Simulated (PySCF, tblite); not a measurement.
# C₅H₁₃FO₂Si: geometry, infrared bands and NMR shifts

Wanted: the infrared bands and NMR shifts of C₅H₁₃FO₂Si (`CC[C@H](F)[SiH](OC)OC`), by calculation.

Computed with tblite 0.8.0 and PySCF 2.14.0, with density-fitted response routines of our own, on a single molecule in the gas phase. Atoms count from 0, in the outputs and in this text.

### Step 1. The molecule as given

22 atoms, charge 0, multiplicity 1; geometry from: force field or distance geometry start.

Bonds of the start (Å): C0–C1 1.50, C1–C2 1.49, C2–F3 1.37, C2–Si4 1.84, Si4–O5 1.69, O5–C6 1.37, Si4–O7 1.73, O7–C8 1.40, C0–H9 1.13, C0–H10 1.10, C0–H11 1.11, C1–H12 1.11, C1–H13 1.13, C2–H14 1.12, Si4–H15 1.48, C6–H16 1.11, C6–H17 1.10, C6–H18 1.12, C8–H19 1.12, C8–H20 1.11, C8–H21 1.12.

### Step 2. Geometry optimisation with GFN2-xTB

What the job is given:

```
{"job": {"kind": "relax", "xc": "GFN2-xTB", "basis": "xTB"}, "charge": 0, "multiplicity": 1}
C      2.760500     0.448600    -0.060700
C      2.066000    -0.859200     0.166300
C      0.695700    -0.769400     0.746800
F      0.243000    -2.061400     0.874000
Si    -0.464800     0.345400    -0.143600
O     -1.831200    -0.351900    -0.849800
C     -1.997100    -1.697300    -0.662200
O     -1.025800     1.532400     0.979300
C     -2.012100     2.249900     0.289000
H      3.133400     0.915300     0.892900
H      2.175500     1.163400    -0.664800
H      3.669900     0.224800    -0.652400
H      2.097100    -1.495100    -0.740400
H      2.690500    -1.418700     0.918300
H      0.792200    -0.369800     1.785400
H      0.207000     1.122300    -1.204000
H     -1.303200    -2.279300    -1.304300
H     -2.010000    -2.032600     0.388200
H     -3.021700    -1.939400    -1.040500
H     -2.829600     2.581900     0.974300
H     -2.500100     1.586600    -0.461000
H     -1.545400     3.123000    -0.231700
```

The run is started by

```console
$ OMP_NUM_THREADS=1 python probes_run.py task.json out
```

One launch serves the whole session: the jobs run in the order shown.

**Question.** This job is followed by: GFN2-xTB harmonic vibrations, gas phase; GIAO PBE0/pcSseg-1 NMR shielding, non-relativistic, gas phase. Predict these results of the whole session: strongest single infrared mode (GFN2-xTB); zero-point energy (GFN2-xTB); ¹³C shifts against TMS (PBE0/pcSseg-1); ¹H shifts against TMS (PBE0/pcSseg-1, means over atoms taken as alike); ¹⁹F shifts against CFCl3 (PBE0/pcSseg-1); ²⁹Si shifts against TMS (PBE0/pcSseg-1); ¹⁷O shifts against H2O (PBE0/pcSseg-1); surface potential, 1st and 99th percentile.

As calculated:

| quantity | value |
| --- | --- |
| strongest single infrared mode (GFN2-xTB) | 2223 cm⁻¹, 255 km/mol |
| zero-point energy (GFN2-xTB) | 110.8 kcal/mol |
| ¹³C shifts against TMS (PBE0/pcSseg-1) | 96.5, 52.8, 51.9, 29.0, 9.7 ppm |
| ¹H shifts against TMS (PBE0/pcSseg-1, means over atoms taken as alike) | 4.83, 4.55, 4.05, 3.85, 1.96, 1.80, 0.95 ppm |
| ¹⁹F shifts against CFCl3 (PBE0/pcSseg-1) | -257.1 ppm |
| ²⁹Si shifts against TMS (PBE0/pcSseg-1) | -33.6 ppm |
| ¹⁷O shifts against H2O (PBE0/pcSseg-1) | 26.1, 21.7 ppm |
| surface potential, 1st and 99th percentile | -1.13 V and 0.82 V |

In words: Over 232 steps the energy fell by 1.214 eV; of the close pairs, Si4–O7 changed most, 1.728 to 1.614 Å. No mode is imaginary among the 60: a minimum at this level. The strongest single mode, at 2223 cm⁻¹, moves mainly H15. GFN2-xTB is a fitted tight-binding method: band positions and strengths are rough. Its intensities can rank the bands wrongly. C2 (sp3 CH bonded to F and Si) lies farthest downfield among carbon, at 96.5 ppm; deshielded by the electronegative neighbour. At PBE0/pcSseg-1: The largest span, 112 ppm, is at O7, where the paramagnetic term is -92 ppm.
